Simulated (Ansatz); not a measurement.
**CH₃Cl₃Ge: how energies converge with the basis set**

How large a basis does CH₃Cl₃Ge need? Two functionals are run in growing sets.

Method: one geometry, several basis sets; program: Ansatz 0.2.0, Gaussian basis.

Levels to be run: PBE0-D4/def2-SVP; ωB97M-V/def2-SVP; PBE0-D4/def2-QZVPP; ωB97M-V/def2-QZVPP; the functionals' def2-TZVPP values are taken from earlier runs.

## 1. The relaxed structure

An earlier PBE0-D4 in a triple-zeta def2 set relaxation fixed the geometry.

SMILES `Cl[CH2][GeH]([Cl])[Cl]`, 8 atoms, charge 0, spin multiplicity 1.

Atoms are counted from 1 here; the program's logs count them from 0.

Bond lengths: Cl1–C2 1.767 Å, C2–Ge3 1.956 Å, C2–H6 1.090 Å, C2–H7 1.090 Å, Ge3–Cl4 2.137 Å, Ge3–Cl5 2.137 Å, Ge3–H8 1.533 Å. Angles: Cl1–C2–Ge3 111.9°, Cl1–C2–H6 108.6°, Cl1–C2–H7 108.6°, Ge3–C2–H6 109.2°, Ge3–C2–H7 109.3°, H6–C2–H7 109.2°, C2–Ge3–Cl4 108.7°, C2–Ge3–Cl5 108.7°, C2–Ge3–H8 114.0°, Cl4–Ge3–Cl5 108.6°, Cl4–Ge3–H8 108.4°, Cl5–Ge3–H8 108.4°.

## 2. PBE0-D4 in def2-SVP

in.yaml reads:

```yaml
crystal:
  periodic: [false, false, false]
  atoms:
    - {symbol: Cl, position_ang: [2.255315, 0.273632, 0.085950]}
    - {symbol: C, position_ang: [0.739832, -0.450785, 0.634680]}
    - {symbol: Ge, position_ang: [-0.791731, 0.199604, -0.392697]}
    - {symbol: Cl, position_ang: [-0.480785, -0.263048, -2.455361]}
    - {symbol: Cl, position_ang: [-0.906567, 2.322823, -0.181879]}
    - {symbol: H, position_ang: [0.597363, -0.204072, 1.686969]}
    - {symbol: H, position_ang: [0.812221, -1.533116, 0.526094]}
    - {symbol: H, position_ang: [-2.133549, -0.402138, 0.040345]}
basis:
  gaussian: {orbitals: def2-SVP}
hamiltonian: {xc: pbe0, dispersion: d4}
output: {orbitals: {seedname: orbitals}}
```

Started as:

```
ansatz run in.yaml --threads 4 --pin off --events-out ev --progress --plain --max-ram 10444MiB
```

Further steps of the session: ωB97M-V in def2-SVP; PBE0-D4 in def2-QZVPP; ωB97M-V in def2-QZVPP.

Before running them: what should the planned runs give, taken together? Wanted: PBE0-D4: double and triple zeta above quadruple; ωB97M-V: double and triple zeta above quadruple.

The runs gave:

| quantity | value |
| --- | --- |
| PBE0-D4: double and triple zeta above quadruple | 23.77, 2.38 eV |
| ωB97M-V: double and triple zeta above quadruple | 23.57, 2.30 eV |

In words: For PBE0-D4 the step from double to triple zeta gains 21.39 eV and the next only 2.38 eV. Total energies overstate the basis error of differences, where much of it tends to cancel. The LUMO of ωB97M-V is positive and keeps falling with the basis (1.81 to 1.05 eV): an unbound level that the basis holds in place.
